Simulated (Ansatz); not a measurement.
# CoH+ (doublet): the correlation ladder, def2-TZVPP

One table from this session's results is given with a row withheld; the runs are named, their logs left out.

Program: Ansatz 0.2.0, Gaussian basis. Level of theory: def2-TZVPP, core rule «outside noble gas», up to 9 orbitals frozen. These are calculated values, not measurements.

To be run: UHF; ROHF; CCSD(T) on UHF.

**What is computed**

The geometry is a PBE0/def2-TZVP stationary point (not a proven minimum) of the parent state, kept for this charge and spin.

2 atoms, charge 1, spin multiplicity 2.

Atoms are counted from 1 here; the program's logs count them from 0.

Bond lengths: Co1–H2 1.520 Å.

As a file:

```csv
atom,x (Å),y (Å),z (Å)
Co1,0.0000,0.0000,0.0000
H2,0.0000,0.0000,1.5196
```

The first run:

in.yaml reads:

```yaml
crystal:
  periodic: [false, false, false]
  atoms:
    - {symbol: Co, position_ang: [0.000000, 0.000000, 0.000000]}
    - {symbol: H, position_ang: [0.000000, 0.000000, 1.519600]}
basis:
  gaussian: {orbitals: def2-TZVPP}
total_charge: 1
magnetization: {spin_polarized: true, initial_magnetization: 1}
hamiltonian: {xc: hf}
output: {orbitals: {seedname: orbitals}}
```

Started as:

```console
> ansatz run in.yaml --threads 1 --pin off --events-out ev --progress --plain --max-ram 4096MiB --backend cpu
```

Among the steps run: UHF; ROHF; CCSD(T) on UHF.

One table of the session follows, with a row left open; its other results are not shown here.

| method | from UCCSD(T) (kJ/mol) |
| --- | --- |
| ROHF | +879.9 |
| UHF | +785.9 |
| UMP2 | ? |
| UCCSD | +42.0 |
| UCCSD(T) | 0 |

**Question.** Estimate the row for UMP2.

**Answer.** from UCCSD(T) (kJ/mol): +113.6. In the column «from UCCSD(T) (kJ/mol)» it lies between UCCSD (+42.0) and UHF (+785.9).

The program flags UCCSD(T) as in doubt (see the logs), so the zero of the table is itself unsure.

Caveats from the session: The determinant is far from a pure spin state, so its energy mixes those of several spin states (harmless only where they are near-degenerate, as at dissociation). The program flags UCCSD(T) as in doubt, so the zero of the table is itself unsure.
